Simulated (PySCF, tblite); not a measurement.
# C2H9B2NS2: geometry, infrared bands and NMR shifts

Aim: predict the infrared bands and NMR shifts of C2H9B2NS2 (`CSBB(N)SC`).

The runs use tblite 0.8.0 and PySCF 2.14.0, with density-fitted response routines of our own; the level of theory stands in each step. All values are computed, except where a source is named. Atoms are numbered from 0 throughout.

**1. Starting geometry**

16 atoms, charge 0, multiplicity 1; geometry from: force field or distance geometry start.

Bonds of the start (Å): C0–S1 1.83, S1–B2 1.90, B2–B3 1.65, B3–N4 1.53, B3–S5 1.88, S5–C6 1.82, C0–H7 1.10, C0–H8 1.11, C0–H9 1.11, B2–H10 1.18, N4–H11 1.05, N4–H12 1.05, C6–H13 1.11, C6–H14 1.11, C6–H15 1.11.

**2. Relaxing the molecule with GFN2-xTB**

The job: settings as JSON, then the geometry in Å.

```
{"job": {"kind": "relax", "xc": "GFN2-xTB", "basis": "xTB"}, "charge": 0, "multiplicity": 1}
C     -2.279200     0.463200     1.155800
S     -2.314000     1.115900    -0.554800
B     -0.422700     1.268600    -0.650400
B      0.495600     0.025300    -1.238800
N     -0.147300    -1.276200    -1.708300
S      2.368100     0.196100    -1.275100
C      2.609000    -0.483200     0.394400
H     -1.717100    -0.484300     1.204900
H     -3.326000     0.274700     1.484600
H     -1.831600     1.206400     1.847600
H      0.087400     2.266700    -0.295500
H     -0.823700    -1.027900    -2.472400
H     -0.705600    -1.666300    -0.912300
H      2.090500     0.143400     1.146000
H      3.688900    -0.488000     0.635800
H      2.220100    -1.525500     0.458600
```

Command:

```sh
OMP_NUM_THREADS=1 python probes_run.py task.json out
```

This one command runs all jobs of the session in turn.

**Question.** This job is followed by: GFN2-xTB harmonic vibrations, gas phase; GIAO PBE0/pcSseg-1 NMR shielding, non-relativistic, gas phase. What will the session give for the following? strongest single infrared mode (GFN2-xTB); zero-point energy (GFN2-xTB); 13C shifts against TMS (PBE0/pcSseg-1); 1H shifts against TMS (PBE0/pcSseg-1, means over atoms taken as alike); 33S shifts against CS2 (PBE0/pcSseg-1); 11B shifts against BF3·OEt2 (PBE0/pcSseg-1); 15N shifts against NH3 (PBE0/pcSseg-1); surface potential, 1st and 99th percentile.

The runs gave:

| quantity | value |
| --- | --- |
| strongest single infrared mode (GFN2-xTB) | 596 cm⁻¹, 137 km/mol |
| zero-point energy (GFN2-xTB) | 74.9 kcal/mol |
| 13C shifts against TMS (PBE0/pcSseg-1) | 22.3, 15.8 ppm |
| 1H shifts against TMS (PBE0/pcSseg-1, means over atoms taken as alike) | 8.17, 3.60, 2.44, 1.95 ppm |
| 33S shifts against CS2 (PBE0/pcSseg-1) | 135, -53 ppm |
| 11B shifts against BF3·OEt2 (PBE0/pcSseg-1) | 77.3, 46.1 ppm |
| 15N shifts against NH3 (PBE0/pcSseg-1) | 99.4 ppm |
| surface potential, 1st and 99th percentile | -1.00 V and 1.68 V |

Over 191 steps the energy fell by 2.794 eV; of the close pairs, S1–B2 changed most, 1.900 to 1.760 Å. All 42 modes are real, so the xTB geometry is a minimum. The strongest single mode, at 596 cm⁻¹, moves mainly H11. GFN2-xTB is a fitted tight-binding method: band positions and strengths are rough. Its intensities can rank the bands wrongly. At PBE0/pcSseg-1: The largest span, 546 ppm, is at S1, where the paramagnetic term is -690 ppm. At PBE0/pcSseg-1, counted by nearest atom on the grid, the HOMO lies on S5 69 %; N4 13 %, the LUMO on B2 44 %; S1 17 %.
